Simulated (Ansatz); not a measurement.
**Cl₂FHOSi: how energies converge with the basis set**

One table from this session's results is given with a row withheld; the runs are named, their logs left out.

Method: one geometry, several basis sets; program: Ansatz 0.2.0, Gaussian basis.

Levels to be run: PBE0-D4/def2-SVP; ωB97M-V/def2-SVP; PBE0-D4/def2-QZVPP; ωB97M-V/def2-QZVPP; the functionals' def2-TZVPP values are taken from earlier runs.

### The relaxed structure

An earlier PBE0-D4 in a triple-zeta def2 set relaxation fixed the geometry.

SMILES `O[Si](F)(Cl)Cl`, 6 atoms, charge 0, spin multiplicity 1.

Atoms are counted from 1 here; the program's logs count them from 0.

Bond lengths: O1–Si2 1.612 Å, O1–H6 0.959 Å, Si2–F3 1.579 Å, Si2–Cl4 2.026 Å, Si2–Cl5 2.011 Å. Angles: Si2–O1–H6 118.9°, O1–Si2–F3 111.1°, O1–Si2–Cl4 111.7°, O1–Si2–Cl5 107.7°, F3–Si2–Cl4 106.7°, F3–Si2–Cl5 108.3°, Cl4–Si2–Cl5 111.3°.

Coordinates:

```xyz
6

O    -0.5077    0.4537    1.1225
Si    0.2195    0.0134   -0.2474
F     1.5832   -0.7267    0.0444
Cl   -0.9213   -1.2729   -1.3196
Cl    0.6180    1.6839   -1.2945
H    -0.9496   -0.2155    1.6485
```

Set-up of the first run:

in.yaml

```yaml
crystal:
  periodic: [false, false, false]
  atoms:
    - {symbol: O, position_ang: [-0.507699, 0.453737, 1.122505]}
    - {symbol: Si, position_ang: [0.219516, 0.013385, -0.247354]}
    - {symbol: F, position_ang: [1.583204, -0.726718, 0.044407]}
    - {symbol: Cl, position_ang: [-0.921330, -1.272913, -1.319612]}
    - {symbol: Cl, position_ang: [0.618049, 1.683921, -1.294514]}
    - {symbol: H, position_ang: [-0.949640, -0.215511, 1.648468]}
basis:
  gaussian: {orbitals: def2-SVP}
hamiltonian: {xc: pbe0, dispersion: d4}
output: {orbitals: {seedname: orbitals}}
```

Among the steps run: PBE0-D4 in def2-SVP; ωB97M-V in def2-SVP; PBE0-D4 in def2-QZVPP; ωB97M-V in def2-QZVPP.

One table of the session follows, with a row left open; its other results are not shown here.

It belongs to the step «Functionals by basis». 

| functional | basis | HOMO (eV) | LUMO (eV) |
| --- | --- | --- | --- |
| PBE0-D4 | def2-SVP | -9.44 | 0.66 |
| PBE0-D4 | def2-TZVPP | -9.59 | 0.18 |
| PBE0-D4 | def2-QZVPP | -9.62 | -0.14 |
| ωB97M-V | def2-SVP | ? | ? |
| ωB97M-V | def2-TZVPP | -11.84 | 1.82 |
| ωB97M-V | def2-QZVPP | -11.89 | 1.26 |

**Question.** Estimate the row for ωB97M-V, def2-SVP.

**Answer.** HOMO (eV): -11.64; LUMO (eV): 2.52. In the column «HOMO (eV)» it lies between ωB97M-V, def2-TZVPP (-11.84) and PBE0-D4, def2-QZVPP (-9.62).
